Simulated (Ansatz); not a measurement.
Write a Python script for the Ansatz DFT code, driven from Python that makes the interaction energy of a dimer with the counterpoise correction of BH2OP, SMILES B1OP1. Use (for the species named): B3LYP, def2-SVPD basis, multiplicity 1.

```xyz
5

B    -0.2964   -0.8004   -0.1193
O    -0.7485    0.3153    0.7815
P     0.2311    1.1382   -0.3080
H    -0.6090   -1.6165   -0.8561
H     1.4727    0.8898    0.4605
```

The script, `bh2op_dimer.py`:
```python
'''Interaction energy of two BH2OP molecules, with the counterpoise correction.'''

from dataclasses import dataclass

import ansatz as az


@dataclass
class Options:
    basis: str = 'def2-SVPD'
    functional: str = 'b3lyp'


cfg = Options()

FIRST = [
    ('B', (-0.3064, -0.7857, -0.111)),
    ('O', (-0.7585, 0.33, 0.7898)),
    ('P', (0.2211, 1.1529, -0.2997)),
    ('H', (-0.619, -1.6018, -0.8478)),
    ('H', (1.4627, 0.9045, 0.4688)),
]
SECOND = [
    ('B', (3.6271, -1.119, -3.1329)),
    ('O', (2.9954, -0.9858, -1.775)),
    ('P', (1.6783, -0.727, -2.786)),
    ('H', (4.1855, -1.8002, -3.8615)),
    ('H', (1.9326, 0.7262, -2.918)),
]

def energy(atoms, ghosts=()):
    molecule = az.Crystal.molecule()
    for symbol, xyz in atoms:
        molecule = molecule.atom(symbol, xyz)
    calc = (
        molecule.calculation()
        .basis(gaussian=cfg.basis)
        .functional(cfg.functional)
    )
    deck = calc.input()
    if ghosts:
        deck = deck.set(az.key.basis.gaussian.ghost_atoms, [{'symbol': s, 'position_ang': list(xyz)} for s, xyz in ghosts])
    return az.Session.from_dict(deck).plan().execute().report['free_energy_ev']

# ghost atoms carry the functions of the partner
both = energy(FIRST + SECOND)
alone = energy(FIRST) + energy(SECOND)
ghosted = energy(FIRST, SECOND) + energy(SECOND, FIRST)
print(f'dimer {both:.6f} eV')
print(f'interaction, uncorrected   {96.485332 * (both - alone):8.3f} kJ/mol')
print(f'interaction, counterpoise  {96.485332 * (both - ghosted):8.3f} kJ/mol')
print(f'basis-set superposition    {96.485332 * (alone - ghosted):8.3f} kJ/mol')
```

`python bh2op_dimer.py` gives:
```text
dimer -24077.667109 eV
interaction, uncorrected      8.973 kJ/mol
interaction, counterpoise    13.278 kJ/mol
basis-set superposition       4.305 kJ/mol
```

Uncorrected it is 8.973 kJ/mol, with the counterpoise correction 13.278 kJ/mol; the difference, 4.30 kJ/mol, is the superposition error. In this basis both values are repulsive.

Reading the output:
- Total energies depend on the basis set; only differences at equal settings carry meaning.
- The dimer is a generated trial pose of unrelaxed monomers, not a minimum, so the figure is no binding energy, and the basis set is small.
- b3lyp holds the VWN-RPA fit, as in Gaussian; the form of ORCA and Turbomole is b3lyp5.
- This level lacks the dispersion part of the attraction (electrostatics and induction are there), which can decide the sign where the interaction is weak.
- Finished in 25 s on 1 thread of Arm Neoverse V1, with other jobs on the host, peak memory 0.4 GiB.

(Lines on the test bed's own set-up are left out of the output.)
